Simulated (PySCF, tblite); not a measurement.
# C15H14O: excited states

Wanted: excited states for C15H14O (`Cc1ccc(Cc2ccc(C=O)cc2)cc1`).

Computed with tblite 0.8.0 and PySCF 2.14.0 and routines of our own; the level stands in each step. Atoms count from 0.

## 1. The starting structure

30 atoms, charge 0, multiplicity 1; geometry from: force field or distance geometry start.

## 2. Geometry optimisation with GFN2-xTB

The job: settings as JSON, then the geometry in Å.

```
{"job": {"kind": "relax", "xc": "GFN2-xTB", "basis": "xTB"}, "charge": 0, "multiplicity": 1}
C     -4.757800    -0.666000    -1.156200
C     -3.476800    -0.187500    -0.572100
C     -3.067400     1.140100    -0.688200
C     -1.886500     1.598000    -0.121700
C     -1.073900     0.709100     0.621000
C      0.209400     1.193600     1.239400
C      1.462400     0.575300     0.647800
C      2.294000    -0.240900     1.441500
C      3.444600    -0.821900     0.895600
C      3.768800    -0.577200    -0.435300
C      4.984200    -1.181500    -1.025400
O      5.735000    -1.899000    -0.372200
C      2.957800     0.239000    -1.224100
C      1.816500     0.809500    -0.689900
C     -1.483300    -0.614000     0.758100
C     -2.673100    -1.067300     0.189100
H     -4.706300    -1.717900    -1.428400
H     -5.007000    -0.108800    -2.065500
H     -5.579200    -0.527200    -0.428200
H     -3.689600     1.848600    -1.238900
H     -1.603600     2.639500    -0.228900
H      0.299800     2.287500     1.150700
H      0.168600     1.006700     2.333900
H      2.032600    -0.451900     2.476800
H      4.073500    -1.448500     1.515300
H      5.178500    -0.953600    -2.078100
H      3.212000     0.435800    -2.273600
H      1.180600     1.440000    -1.309000
H     -0.868100    -1.324600     1.317600
H     -2.963900    -2.106300     0.313000
```

Run with:

```bash
OMP_NUM_THREADS=1 python excited_run.py task.json out
```

This one command runs all jobs of the session in turn.

Output:

```text
step      E/eV     max force
  0   -1177.92581    1.910
  1   -1177.99491    1.863
  2   -1178.03314    0.468
  3   -1178.05155    0.318
  4   -1178.06694    0.195
  5   -1178.07089    0.096
  6   -1178.07242    0.084
  7   -1178.07457    0.096
  8   -1178.07567    0.088
  9   -1178.07666    0.059
 10   -1178.07765    0.098
 11   -1178.07865    0.104
 12   -1178.07938    0.069
 13   -1178.07991    0.051
 14   -1178.08045    0.055
 15   -1178.08111    0.070
 16   -1178.08182    0.074
 17   -1178.08239    0.058
 18   -1178.08283    0.053
 19   -1178.08328    0.058
 20   -1178.08378    0.059
 21   -1178.08426    0.044
 22   -1178.08464    0.038
 23   -1178.08495    0.041
 24   -1178.08530    0.057
 25   -1178.08569    0.052
 26   -1178.08605    0.035
 27   -1178.08635    0.033
 28   -1178.08659    0.032
 29   -1178.08679    0.034
 30   -1178.08696    0.023
 31   -1178.08709    0.031
 32   -1178.08721    0.028
 33   -1178.08735    0.026
 34   -1178.08747    0.021
 35   -1178.08756    0.016
 36   -1178.08763    0.015
 37   -1178.08769    0.018
 38   -1178.08775    0.015
 39   -1178.08780    0.016
 40   -1178.08784    0.014
 41   -1178.08790    0.019
 42   -1178.08796    0.020
 43   -1178.08802    0.017
 44   -1178.08808    0.016
 45   -1178.08816    0.016
 46   -1178.08826    0.021
 47   -1178.08841    0.023
 48   -1178.08858    0.025
 49   -1178.08876    0.027
 50   -1178.08896    0.034
 51   -1178.08922    0.043
 52   -1178.08962    0.046
 53   -1178.09015    0.041
 54   -1178.09068    0.042
 55   -1178.09109    0.043
 56   -1178.09141    0.038
 57   -1178.09167    0.032
 58   -1178.09190    0.029
 59   -1178.09209    0.030
 60   -1178.09227    0.023
 61   -1178.09246    0.026
 62   -1178.09266    0.028
 63   -1178.09286    0.026
 64   -1178.09304    0.024
 65   -1178.09323    0.027
 66   -1178.09345    0.033
 67   -1178.09370    0.037
 68   -1178.09390    0.025
 69   -1178.09403    0.019
 70   -1178.09410    0.014
 71   -1178.09415    0.014
 72   -1178.09418    0.010
 73   -1178.09420    0.011
 74   -1178.09422    0.009
```

Wall time 1.1 s (1 thread of Arm Neoverse V1, shared host); peak memory 0.18 GiB.

Along the way: (not every step is listed)

```csv
step,energy from step 0 (eV),largest force (eV/Å)
0,0.0000,1.9104
1,-0.0691,1.8632
2,-0.1073,0.4684
3,-0.1257,0.3182
4,-0.1411,0.1948
5,-0.1451,0.0955
6,-0.1466,0.0844
7,-0.1488,0.0956
8,-0.1499,0.0882
14,-0.1546,0.0554
20,-0.1580,0.0587
26,-0.1602,0.0354
32,-0.1614,0.0277
38,-0.1619,0.0150
44,-0.1623,0.0163
50,-0.1632,0.0335
56,-0.1656,0.0385
62,-0.1669,0.0277
68,-0.1681,0.0250
69,-0.1682,0.0191
70,-0.1683,0.0141
71,-0.1683,0.0136
72,-0.1684,0.0103
73,-0.1684,0.0107
74,-0.1684,0.0088
```

Close pairs (by a distance rule), those that changed most:

```csv
bond,before (Å),after (Å),change (Å)
C3–C4,1.415,1.387,-0.028
C1–C15,1.414,1.390,-0.024
C10–O11,1.227,1.206,-0.021
C7–C8,1.400,1.380,-0.020
C6–C7,1.410,1.391,-0.019
C5–H22,1.111,1.092,-0.019
C12–H26,1.098,1.081,-0.017
C9–C10,1.480,1.464,-0.016
```

The final coordinates are the input of the step that follows.

## 3. Vibrational analysis with GFN2-xTB

The job: settings as JSON, then the geometry in Å.

```
{"job": {"kind": "ir", "xc": "GFN2-xTB", "basis": "xTB"}, "charge": 0, "multiplicity": 1}
C     -4.587301    -0.723953    -1.233073
C     -3.340014    -0.205633    -0.584200
C     -2.984366     1.131538    -0.695420
C     -1.845822     1.617785    -0.077789
C     -1.036146     0.779000     0.673187
C      0.217923     1.283129     1.342047
C      1.424388     0.628485     0.729282
C      2.251753    -0.204742     1.474752
C      3.339738    -0.819564     0.890166
C      3.622628    -0.615166    -0.460981
C      4.776900    -1.271885    -1.077571
O      5.552863    -2.002152    -0.513470
C      2.792595     0.219629    -1.210897
C      1.707783     0.831083    -0.619736
C     -1.386288    -0.561106     0.781595
C     -2.522397    -1.045464     0.162708
H     -4.481196    -1.774282    -1.494660
H     -4.822281    -0.156979    -2.131152
H     -5.429420    -0.631168    -0.545903
H     -3.605253     1.800742    -1.274212
H     -1.590120     2.663316    -0.180149
H      0.286767     2.366491     1.220148
H      0.180477     1.060513     2.410714
H      2.041642    -0.368876     2.522238
H      3.989053    -1.467321     1.460413
H      4.896398    -1.040643    -2.156129
H      3.006229     0.383325    -2.257796
H      1.063047     1.472558    -1.202932
H     -0.758953    -1.228950     1.354671
H     -2.778649    -2.091149     0.258263
```

Output:

```text
mode    cm-1     km/mol
  1      12.1      0.64
  2      21.9      0.68
  3      34.9      0.07
  4      38.5      0.43
  5      83.4      3.94
  6     122.4      4.15
  7     156.0      5.35
  8     169.7      4.15
  9     251.9      2.02
 10     286.5      0.46
 11     307.2      0.38
 12     336.5      1.11
 13     369.7      0.26
 14     371.8      0.04
 15     373.4      0.01
 16     417.3      1.56
 17     449.7      0.82
 18     469.9      6.20
 19     534.9      5.79
 20     595.0      3.48
 21     612.4      0.18
 22     619.2      4.43
 23     663.2      0.25
 24     681.1      2.23
 25     752.9     16.00
 26     778.0     25.31
 27     795.5      9.53
 28     818.6     12.19
 29     869.4      3.92
 30     872.0      0.94
 31     874.1      0.02
 32     879.6     19.34
 33     914.7      0.16
 34     917.5      0.19
 35     928.1      0.10
 36     929.9      0.08
 37     931.0      0.68
 38     935.6      5.88
 39    1010.3      1.88
 40    1016.5      0.48
 41    1021.7      6.95
 42    1032.7     12.53
 43    1119.3      2.29
 44    1140.7      1.41
 45    1150.7      1.66
 46    1182.2     37.42
 47    1203.0      2.29
 48    1208.2      1.10
 49    1214.3     22.35
 50    1249.6     45.79
 51    1263.3     31.52
 52    1271.1     39.10
 53    1280.8      1.75
 54    1293.6      7.38
 55    1328.3      2.46
 56    1335.2     16.02
 57    1379.2     34.16
 58    1404.5      4.70
 59    1418.1      1.50
 60    1423.3      0.16
 61    1465.4      1.54
 62    1482.5      3.26
 63    1483.4      8.00
 64    1484.5      3.45
 65    1504.7     34.83
 66    1572.2      6.90
 67    1587.9     10.19
 68    1593.8    159.38
 69    1614.7      3.06
 70    1740.7    460.85
 71    2743.4    148.17
 72    2969.6     20.07
 73    2979.1     30.23
 74    2993.8     29.65
 75    3035.3     21.99
 76    3037.3     23.68
 77    3064.5     18.37
 78    3070.1     29.01
 79    3071.0     14.70
 80    3073.8     26.41
 81    3077.8     90.74
 82    3082.3     23.74
 83    3086.0     35.54
 84    3094.0     12.14
```

Wall time 2.5 s (1 thread of Arm Neoverse V1, shared host); peak memory 0.18 GiB.

The strongest bands and the atoms that carry them (share of the mass-weighted mode):

```csv
cm⁻¹,km/mol,atoms
1182,37.4,"H26 39 %, H24 22 %, H27 14 %"
1250,45.8,"C9 23 %, C6 15 %"
1271,39.1,"H23 15 %, H26 13 %"
1594,159.4,"C7 22 %, C12 21 %, C13 18 %, C8 15 %"
1741,460.9,"C10 60 %, O11 38 %"
2743,148.2,H25 94 %
3078,90.7,"H19 62 %, H20 25 %"
3086,35.5,"H27 77 %, H26 15 %"
```

## 4. Excited states: TDA PBE0/def2-SVP

Settings changed since step 3:

```diff
@@ -1,2 +1,2 @@
-{"job": {"kind": "ir", "xc": "GFN2-xTB", "basis": "xTB"}, "charge": 0, "multiplicity": 1}
+{"job": {"kind": "states", "xc": "PBE0", "basis": "def2-SVP", "tda": true, "soc": true, "nstates": 5, "ntriplets": 5, "nquad": 4}, "charge": 0, "multiplicity": 1}
 C     -4.587301    -0.723953    -1.233073
```

Level: TDA PBE0/def2-SVP excited states, vertical, gas phase, spin-orbit mean-field couplings.

Output:

```text
coarse grid: 26056 points
cycle   1  E = -653.7557997746  dE =  2.879e+00  |g| = 8.271e-01  |ddm| = 6.781e+00
cycle   2  E = -653.3654959650  dE =  3.903e-01  |g| = 1.619e+00  |ddm| = 3.607e+00
cycle   3  E = -653.9034028504  dE = -5.379e-01  |g| = 2.101e-01  |ddm| = 2.781e+00
cycle   4  E = -653.9138421552  dE = -1.044e-02  |g| = 6.508e-02  |ddm| = 3.708e-01
cycle   5  E = -653.9147585605  dE = -9.164e-04  |g| = 2.349e-02  |ddm| = 1.135e-01
cycle   6  E = -653.9148941208  dE = -1.356e-04  |g| = 7.237e-03  |ddm| = 3.382e-02
cycle   7  E = -653.9149074138  dE = -1.329e-05  |g| = 2.569e-03  |ddm| = 1.169e-02
cycle   8  E = -653.9149090066  dE = -1.593e-06  |g| = 7.858e-04  |ddm| = 4.306e-03
final grid: 254536 points
cycle   9  E = -654.0170617496  dE = -4.963e-05  |g| = 1.266e-02  |ddm| = 7.007e-02
cycle  10  E = -654.0170006994  dE =  6.105e-05  |g| = 2.159e-02  |ddm| = 4.235e-02
cycle  11  E = -654.0170979189  dE = -9.722e-05  |g| = 3.649e-03  |ddm| = 2.925e-02
cycle  12  E = -654.0171008633  dE = -2.944e-06  |g| = 3.462e-04  |ddm| = 4.620e-03
cycle  13  E = -654.0171008854  dE = -2.214e-08  |g| = 1.985e-04  |ddm| = 7.013e-04
cycle  14  E = -654.0171008959  dE = -1.049e-08  |g| = 5.064e-05  |ddm| = 2.959e-04
cycle  15  E = -654.0171008965  dE = -6.050e-10  |g| = 1.900e-05  |ddm| = 8.365e-05
converged SCF energy = -654.0171008965

Singlet excitations
state   eV       nm        f     d(h-e)  d(exc)  Lambda  PR(NTO)  |dmu|/D   mu/D   main configurations
  1   3.7514   330.5   0.00009   1.354   2.866   0.459   1.003    3.760    1.375   H-1->L 0.92
  2   4.5215   274.2   0.09887   5.072   6.125   0.431   1.022   18.124   21.838   H->L 0.95
  3   4.9923   248.4   0.01031   0.873   3.302   0.599   1.745    2.455    6.336   H-4->L 0.65, H->L+1 0.13, H-3->L+1 0.11
  4   5.0642   244.8   0.01278   5.188   6.140   0.441   1.064   18.931   22.637   H-2->L 0.84, H-3->L 0.08
  5   5.4410   227.9   0.02119   0.326   3.241   0.696   2.069                     H->L+2 0.49, H-2->L+3 0.14, H-2->L+1 0.08

Triplet excitations (Tamm-Dancoff)
state   eV     d(h-e)  d(exc)  Lambda  PR(NTO)   main configurations
  1   3.1805   1.181   2.704   0.456   1.004   H-1->L 0.88
  2   3.4626   0.636   3.214   0.566   1.160   H-3->L 0.45, H->L 0.33, H-2->L 0.11
  3   4.0317   0.159   2.795   0.692   1.841   H->L+3 0.30, H-2->L+2 0.16, H->L+2 0.13
  4   4.2222   0.841   3.070   0.588   1.112   H-4->L 0.90
  5   4.4669   2.282   4.582   0.603   1.482   H->L 0.36, H->L+2 0.29, H-4->L+1 0.09
S1 - T1 = 0.5709 eV

Spin-orbit couplings |<S|Hso|T>| (cm-1)
             T1       T2       T3       T4       T5
S0       48.505    0.807    0.843    0.232    1.656
S1        0.168   18.405    1.438    3.788    2.077
S2        3.947    1.018    0.659    0.561    0.258
S3        0.662    0.166    0.115    0.083    0.297
S4        1.840    0.307    0.338    0.232    0.313
S5        3.238    0.158    0.088    0.040    0.237
T1 sublevels (cm-1): 0.000 0.000 0.237   radiative rates (1/s): 0.00446 0.184 733
```

Run time: 2.6 min. Hardware: 1 thread of Arm Neoverse V1, shared host; peak memory 1.4 GiB.

In short:

```csv
quantity,value
S1 less T1,0.57 eV
```

## 5. What came out

| quantity | value |
| --- | --- |
| strongest single infrared mode (GFN2-xTB) | 1741 cm⁻¹, 461 km/mol |
| zero-point energy (GFN2-xTB) | 150.1 kcal/mol |
| S1 less T1 (step 4, TDA PBE0/def2-SVP) | 0.57 eV |

In words: All 84 modes are real, so the xTB geometry is a minimum. The strongest single mode, at 1741 cm⁻¹, moves mainly C10 and O11. Unscaled tight-binding wavenumbers are off by several per cent, some by more. Its intensities can rank the bands wrongly. In step 4, the number of triplets below S1 is 2, and the largest singlet-triplet spin-orbit coupling is S0–T1, 48.51 cm⁻¹.
